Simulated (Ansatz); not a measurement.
I need a single point from an input typed as a dict of Mg4Te3S, space group Pmm2. Use Ansatz 0.2.0, Python API. Use: PBEsol, PAW, cutoff 470 eV, 4×2×3 k-points, fixed occupations.

```
Mg Te S
1.0
     4.45920    0.00000    0.00000
     0.00000    8.98384    0.00000
     0.00000    0.00000    6.25226
Mg Te S
4 3 1
Direct
  0.00000 0.27420 0.98146
  0.50000 0.00000 0.49162
  0.00000 0.72580 0.98146
  0.50000 0.50000 0.54006
  0.50000 0.26155 0.25040
  0.00000 0.00000 0.75735
  0.50000 0.73845 0.25040
  0.00000 0.50000 0.74725
```

Script `deck_mg4te3s.py`:
```python
# -*- coding: utf-8 -*-
"""Mg4Te3S from an input typed as a mapping."""

import ansatz as az
import numpy as np

config = {
    "crystal": {
        "lattice": [[4.459198, 0.0, 0.0], [0.0, 8.983841, 0.0], [0.0, 0.0, 6.252258]],
        "atoms": [
            {"symbol": "Mg", "position": [0.0, 0.274199, 0.981459]},
            {"symbol": "Mg", "position": [0.5, 0.0, 0.491625]},
            {"symbol": "Mg", "position": [0.0, 0.725801, 0.981459]},
            {"symbol": "Mg", "position": [0.5, 0.5, 0.540061]},
            {"symbol": "Te", "position": [0.5, 0.261547, 0.250401]},
            {"symbol": "Te", "position": [0.0, 0.0, 0.757346]},
            {"symbol": "Te", "position": [0.5, 0.738453, 0.250401]},
            {"symbol": "S", "position": [0.0, 0.5, 0.747247]},
        ],
    },
    "kpoints": {"mp_grid": {"grid": [4, 2, 3]}},
    "hamiltonian": {"xc": "pbesol"},
    "scf": {"occupations": {"method": "fixed"}},
    "basis": {"ecutwfc": 470},
    "output": {"stress": True, "eigenvalues": True},
}

res = az.Session.from_dict(config).plan(threads=1).execute()
report = res.report

print("%-22s %14.5f eV" % ("F = E - TS", report["free_energy_ev"]))
print("%-22s %14.5f eV" % ("E", report["internal_energy_ev"]))
print("%-22s %14.5f eV" % ("Harris-Foulkes", report["harris_foulkes_ev"]))
print("%-22s %14.5f eV" % ("Fermi level", report["fermi_energy_ev"]))

edges = report.get("band_edges_ev")
if edges:
    print(f"band edges on the mesh: {edges[0]:.3f} and {edges[1]:.3f} eV, gap {edges[1] - edges[0]:.3f} eV")
else:
    print("no band edges reported (a metal, or a gap too narrow for this smearing); Fermi level", round(report["fermi_energy_ev"], 3), "eV")

# the stress is positive in compression
stress = np.array(report["stress_gpa"])
print(f"pressure {np.trace(stress) / 3:.3f} GPa")
print(np.round(stress, 3) + 0.0)

print("band  energy (eV)  occupation, at k =", report["kpoints_frac"][0])
for band, (e, occ) in enumerate(zip(report["eigenvalues_ev"][0], report["occupations"][0]), start=1):
    print(f"{band:4d} {e:12.4f} {occ:9.4f}")

terms = report["components"]
print({name: round(terms[name], 3) for name in ("e_kinetic", "e_hartree", "e_xc", "e_local", "e_nonlocal")})
```

```console
$ python deck_mg4te3s.py
F = E - TS               -29245.12530 eV
E                        -29245.12530 eV
Harris-Foulkes           -29245.12530 eV
Fermi level                   4.28612 eV
band edges on the mesh: 4.286 and 6.011 eV, gap 1.725 eV
pressure -1.221 GPa
[[-1.156  0.     0.   ]
 [ 0.    -1.196  0.   ]
 [ 0.     0.    -1.31 ]]
band  energy (eV)  occupation, at k = [0.0, 0.0, 0.0]
   1     -70.8215    2.0000
   2     -70.6193    2.0000
   3     -70.6193    2.0000
   4     -70.4946    2.0000
   5     -37.7743    2.0000
   6     -37.7681    2.0000
   7     -37.7440    2.0000
   8     -37.5698    2.0000
   9     -37.5696    2.0000
  10     -37.5690    2.0000
  11     -37.5689    2.0000
  12     -37.5446    2.0000
  13     -37.5442    2.0000
  14     -37.4377    2.0000
  15     -37.4370    2.0000
  16     -37.4350    2.0000
  17     -30.8853    2.0000
  18     -30.8848    2.0000
  19     -30.8827    2.0000
  20     -30.8827    2.0000
  21     -30.8814    2.0000
  22     -30.8811    2.0000
  23     -30.8752    2.0000
  24     -30.8671    2.0000
  25     -30.8664    2.0000
  26     -30.8664    2.0000
  27     -30.8618    2.0000
  28     -30.8589    2.0000
  29     -30.8587    2.0000
  30     -30.8543    2.0000
  31     -30.8467    2.0000
  32      -7.4868    2.0000
  33      -5.9338    2.0000
  34      -5.5108    2.0000
  35      -5.3369    2.0000
  36       0.9049    2.0000
  37       1.1293    2.0000
  38       1.4947    2.0000
  39       2.1535    2.0000
  40       2.2938    2.0000
  41       2.4472    2.0000
  42       2.6588    2.0000
  43       3.3993    2.0000
  44       3.8886    2.0000
  45       3.9121    2.0000
  46       3.9984    2.0000
  47       4.2176    2.0000
  48       6.0112    0.0000
  49       6.9727    0.0000
  50       7.7119    0.0000
  51       8.4203    0.0000
  52       8.6785    0.0000
  53       9.2441    0.0000
  54       9.6615    0.0000
  55       9.7833    0.0000
{'e_kinetic': 951.872, 'e_hartree': 5440.897, 'e_xc': -580.254, 'e_local': -11900.259, 'e_nonlocal': -508.831}
```

Notes:
- Absolute energies stand on the zero of these potentials, so only differences at equal settings mean something. A total without «per atom» is that of the cell as typed.
- Along an axis with an odd division the mesh misses the point at one half; a gap read on a finite mesh is an upper bound on this functional's gap.
- Semilocal gaps usually lie well under measured ones.
- The energy terms are those on the plane-wave grid, with the one-centre PAW part apart; the terms shown are only some of the summands, so they needn't add up to F.
- The computed bands are complete only to about 4.5 eV above the Fermi level.
- The Fermi level of a run with fixed occupations marks the highest occupied state on its mesh, not mid-gap.
- An absolute Fermi energy rests on an arbitrary zero of the periodic potential and has no direct meaning.
- Pressure is positive in compression.
- This cell is a computed structure, which may not be the phase found in nature.
- Levels are Kohn-Sham eigenvalues on this mesh, without spin-orbit coupling.
- The whole script took 11 s on 1 thread of Arm Neoverse V2 (shared host), peak memory 0.53 GiB.

(A comment or docstring line of the script was reworded after the run, the code is as it ran; lines on the test bed's own set-up are left out of the output.)
